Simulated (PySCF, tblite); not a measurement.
# C₅H₅OS−: geometry, infrared bands and NMR shifts

Aim: predict the infrared bands and NMR shifts of C₅H₅OS− (`C#C/C=C(\[S-])CO`).

Programs: tblite 0.8.0 and PySCF 2.14.0, with density-fitted response routines of our own. Each step states its level of theory. These are calculated values for one molecule in the gas phase, unless marked as measured. Atoms count from 0, in the outputs and in this text.

## (1) The molecule as given

12 atoms, charge -1, multiplicity 1; geometry from: force field or distance geometry start.

Bonds of the start (Å): C0–C1 1.21, C1–C2 1.41, C2–C3 1.37, C3–S4 1.75, C3–C5 1.54, C5–O6 1.43, C0–H7 1.06, C2–H8 1.09, C5–H9 1.10, C5–H10 1.09, O6–H11 0.98.

## (2) Optimising the geometry with GFN2-xTB

The job: settings as JSON, then the geometry in Å.

```
{"job": {"kind": "relax", "xc": "GFN2-xTB", "basis": "xTB"}, "charge": -1, "multiplicity": 1}
C      3.232500    -0.473900    -0.018500
C      2.023800    -0.573700    -0.065800
C      0.620500    -0.713500    -0.097900
C     -0.259800     0.329700    -0.170500
S      0.069000     2.053600    -0.178700
C     -1.755400    -0.023700    -0.197400
O     -2.453300     0.782200     0.751100
H      4.283300    -0.328400     0.020500
H      0.239400    -1.730000    -0.082800
H     -1.950800    -1.073300     0.054100
H     -2.170300     0.174000    -1.190500
H     -1.877800     1.576300     0.782600
```

Command:

```sh
$ OMP_NUM_THREADS=1 python probes_run.py task.json out
```

This one command runs all jobs of the session in turn.

**Question.** This job is followed by: GFN2-xTB harmonic vibrations, gas phase; GIAO PBE0/pcSseg-1 NMR shielding, non-relativistic, gas phase. What will the session give for the following? strongest single infrared mode (GFN2-xTB); zero-point energy (GFN2-xTB); ¹³C shifts against TMS (PBE0/pcSseg-1); ¹H shifts against TMS (PBE0/pcSseg-1, means over atoms taken as alike); ³³S shifts against CS2 (PBE0/pcSseg-1); ¹⁷O shifts against H2O (PBE0/pcSseg-1).

The runs gave:

| quantity | value |
| --- | --- |
| strongest single infrared mode (GFN2-xTB) | 2824 cm⁻¹, 330 km/mol |
| zero-point energy (GFN2-xTB) | 50.2 kcal/mol |
| ¹³C shifts against TMS (PBE0/pcSseg-1) | 195.9, 96.7, 85.2, 77.6, 66.6 ppm |
| ¹H shifts against TMS (PBE0/pcSseg-1, means over atoms taken as alike) | 6.17, 4.54, 3.83, 2.53 ppm |
| ³³S shifts against CS2 (PBE0/pcSseg-1) | 29 ppm |
| ¹⁷O shifts against H2O (PBE0/pcSseg-1) | 37.7 ppm |

What this shows: Relaxing lowered the energy by 0.140 eV in 67 steps; the close pair that moved most is C3–S4, from 1.755 to 1.703 Å. All 30 modes are real, so the xTB geometry is a minimum. The strongest single mode, at 2824 cm⁻¹, is spread over several atoms, H9, H10, H11 among them. GFN2-xTB is a fitted tight-binding method: band positions and strengths are rough. Its intensities can rank the bands wrongly. At PBE0/pcSseg-1: The largest span, 610 ppm, is at S4, where the paramagnetic term is -583 ppm.
